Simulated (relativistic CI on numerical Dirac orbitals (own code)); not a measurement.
# Yb³⁺: M4,5 absorption multiplets

Wanted: the shape of the M4,5 absorption spectrum of Yb³⁺ in 5 surroundings, from the same atomic integrals.

Method: Dirac-Coulomb-Breit CI, KLI orbitals optimised for each configuration, model QED (radiative potential, 1s self-energy scaled to tabulated hydrogen-like ionisation energies), valence Slater integrals scaled by 0.7, multiplet model of core-to-valence dipole absorption. Code: relativistic CI on numerical Dirac orbitals (own code) version 1.

**1. The atom as given**

- ion: Yb³⁺ (Yb IV)
- nuclear charge: 70
- electrons: 67
- configurations: [Xe] 4f13 → [Ar] 3d9 4s2 4p6 4d10 4f14 5s2 5p6
- magnetising field for the dichroism, Lz and Sz: magnetic field 10 T along z; these come from the lowest magnetised state alone (0 K)
- temperature of the isotropic spectrum: 80 K
- widths: Lorentz 0.9 eV, Gauss 0.4 eV
- surrounding 1: free ion
- surrounding 2: Oh, B40 = 1920, B60 = 490 cm⁻¹
- surrounding 3: D3h, B20 = -80, B40 = -80, B60 = -310, B66 = 120 cm⁻¹
- surrounding 4: Oh, B40 = -2190, B60 = -460 cm⁻¹
- surrounding 5: Oh, B40 = -2170, B60 = 100 cm⁻¹

**2. Surrounding 1: free ion**

The run's settings:

```ini
atom Yb  Z=70  charge=3  electrons=67
nucleus A=174  rms_radius_fm=5.3108
hamiltonian dirac-coulomb  breit=on  qed=on  c_scale=1
orbitals kli  potential=per-configuration
slater_scale 0.7
correlation none
mixing on
configurations
  [Xe] 4f13
  [Ar] 3d9 4s2 4p6 4d10 4f14 5s2 5p6
end
absorption M4,5 T=80 lorentz=0.9 gauss=0.4
crystal_field free
```

**3. Surrounding 2: Oh, B40 = 1920, B60 = 490**

The settings differ from step 2 so:

```diff
@@ -12,2 +12,2 @@
 absorption M4,5 T=80 lorentz=0.9 gauss=0.4
-crystal_field free
+crystal_field Oh B40=1920 B60=490
```

**4. Surrounding 3: D3h, B20 = -80, B40 = -80, B60 = -310, B66 = 120**

The settings differ from step 3 so:

```diff
@@ -12,2 +12,2 @@
 absorption M4,5 T=80 lorentz=0.9 gauss=0.4
-crystal_field Oh B40=1920 B60=490
+crystal_field D3h B20=-80 B40=-80 B60=-310 B66=120
```

**5. Surrounding 4: Oh, B40 = -2190, B60 = -460**

The settings differ from step 4 so:

```diff
@@ -12,2 +12,2 @@
 absorption M4,5 T=80 lorentz=0.9 gauss=0.4
-crystal_field D3h B20=-80 B40=-80 B60=-310 B66=120
+crystal_field Oh B40=-2190 B60=-460
```

**6. Surrounding 5: Oh, B40 = -2170, B60 = 100**

The settings differ from step 5 so:

```diff
@@ -12,2 +12,2 @@
 absorption M4,5 T=80 lorentz=0.9 gauss=0.4
-crystal_field Oh B40=-2190 B60=-460
+crystal_field Oh B40=-2170 B60=100
```

(Steps that only read results are left out.)

**Question.** What will these runs give? Wanted: highest peak, first run; ground spin; share of the lower edge; core spin-orbit splitting.

As calculated:

| surrounding | ground S | Lz (0 K) | Sz (0 K) | centroid (eV) | share of the lower edge | up to four highest peaks (% of the highest), eV |
| --- | --- | --- | --- | --- | --- | --- |
| 1: free | 0.50 | -3.00 | -0.50 | 1522.46 | - | 1522.5 (100) |
| 2: Oh | 0.50 | -1.07 | -0.18 | 1522.52 | - | 1522.5 (100) |
| 3: D3h | 0.50 | -2.66 | -0.44 | 1522.46 | - | 1522.5 (100) |
| 4: Oh | 0.50 | -1.34 | -0.23 | 1522.52 | - | 1522.5 (100) |
| 5: Oh | 0.50 | -1.30 | -0.25 | 1522.59 | 0.999 | 1522.5 (100) |

| quantity | value |
| --- | --- |
| highest peak, first run | 1522.5 eV |
| ground spin (effective S from ⟨S²⟩) | 0.50 |
| share of the lower edge | 0.999 |
| core spin-orbit splitting (without Breit) | 49.32 eV |

In words: The lower edge takes 1.00 of the intensity in surrounding 5, above the statistical 0.60. The highest peak stays in place, within the step of the energy grid, in all surroundings. Edge positions are free-ion values and differ from those in solids by a few eV or more.
